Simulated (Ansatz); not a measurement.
# F2GeH2O: ionisation energy by level of theory

The task here is to estimate one member of a computed series from the others.

Computed with Ansatz 0.2.0, Gaussian basis. Level: unrestricted cation, the program's frozen cores in correlated methods.

Levels to be run: UKS PBE-D4/def2-TZVPP; UKS r2SCAN-D4/def2-TZVPP; UKS PBE0-D4/def2-TZVPP; UKS B3LYP-D4/def2-TZVPP; UKS wB97X-V/def2-TZVPP; UKS wB97M-V/def2-TZVPP; UKS B2PLYP/def2-TZVPP; UHF-CCSD(T)/def2-TZVPP; UHF-MP2/def2-QZVPP; extrapolation to the limit; then −ε(HOMO) from the neutral's earlier runs with LDA (SPW92), PBE-D4, revPBE-D4, BLYP-D4, r2SCAN-D4, B97M-V, PBE0-D4, B3LYP-D4, r2SCANh-D4, r2SCAN0-D4, HSE06-D4, BHLYP-D4, CAM-B3LYP-D4, LC-ωPBE, ωB97X-V, ωB97M-V.

### Structure used throughout

All runs share one geometry, relaxed beforehand with PBE0-D4 in a triple-zeta def2 set.

SMILES `[OH][GeH]([F])[F]`, 6 atoms, charge 0, spin multiplicity 1.

Atoms are counted from 1 here; the program's logs count them from 0.

Bond lengths: O1–Ge2 1.742 Å, O1–H5 0.961 Å, Ge2–F3 1.720 Å, Ge2–F4 1.720 Å, Ge2–H6 1.516 Å. Angles: Ge2–O1–H5 114.0°, O1–Ge2–F3 109.3°, O1–Ge2–F4 109.3°, O1–Ge2–H6 111.4°, F3–Ge2–F4 103.5°, F3–Ge2–H6 111.5°, F4–Ge2–H6 111.5°.

Coordinates:

```
O     0.0864    1.0490   -0.9099
Ge    0.0759   -0.1023    0.3968
F     1.0428   -1.4591   -0.0315
F    -1.5023   -0.7681    0.5564
H    -0.2077    0.6880   -1.7510
H     0.5468    0.5284    1.6929
```

Set-up of the first run:

The input, in.yaml:

```yaml
crystal:
  periodic: [false, false, false]
  atoms:
    - {symbol: O, position_ang: [0.086389, 1.048992, -0.909910]}
    - {symbol: Ge, position_ang: [0.075943, -0.102265, 0.396820]}
    - {symbol: F, position_ang: [1.042831, -1.459139, -0.031509]}
    - {symbol: F, position_ang: [-1.502253, -0.768064, 0.556448]}
    - {symbol: H, position_ang: [-0.207652, 0.688041, -1.750968]}
    - {symbol: H, position_ang: [0.546843, 0.528434, 1.692919]}
basis:
  gaussian: {orbitals: def2-TZVPP}
total_charge: 1
magnetization: {spin_polarized: true, initial_magnetization: 1}
hamiltonian: {xc: pbe, dispersion: d4}
```

Run with:

```bash
ansatz run in.yaml --threads 2 --pin off --events-out ev --progress --plain --max-ram 20480MiB --backend cpu
```

Among the steps run: Cation, UKS PBE-D4/def2-TZVPP; Cation, UKS r2SCAN-D4/def2-TZVPP; Cation, UKS PBE0-D4/def2-TZVPP; Cation, UKS B3LYP-D4/def2-TZVPP; Cation, UKS wB97X-V/def2-TZVPP; Cation, UKS wB97M-V/def2-TZVPP; Cation, UKS B2PLYP (frozen core)/def2-TZVPP; Cation, UHF-CCSD(T)/def2-TZVPP; Cation, UHF-MP2/def2-QZVPP.

One table of the session follows, with a row left open; its other results are not shown here.

Orbital estimates, from the neutral's runs:

| functional | −ε(HOMO) (eV) |
| --- | --- |
| LDA (SPW92) | 8.45 |
| PBE-D4 | 8.22 |
| revPBE-D4 | 8.13 |
| BLYP-D4 | 8.13 |
| r2SCAN-D4 | 8.65 |
| B97M-V | ? |
| PBE0-D4 | 10.06 |
| B3LYP-D4 | 9.76 |
| r2SCANh-D4 | 9.34 |
| r2SCAN0-D4 | 10.38 |
| HSE06-D4 | 9.64 |
| BHLYP-D4 | 11.85 |
| CAM-B3LYP-D4 | 11.61 |
| LC-ωPBE | 13.00 |
| ωB97X-V | 12.63 |
| ωB97M-V | 12.56 |

Q: Estimate the row for B97M-V from the others.

The run gave: −ε(HOMO) (eV): 8.75. In the column «−ε(HOMO) (eV)» it lies between r2SCAN-D4 (8.65) and r2SCANh-D4 (9.34).
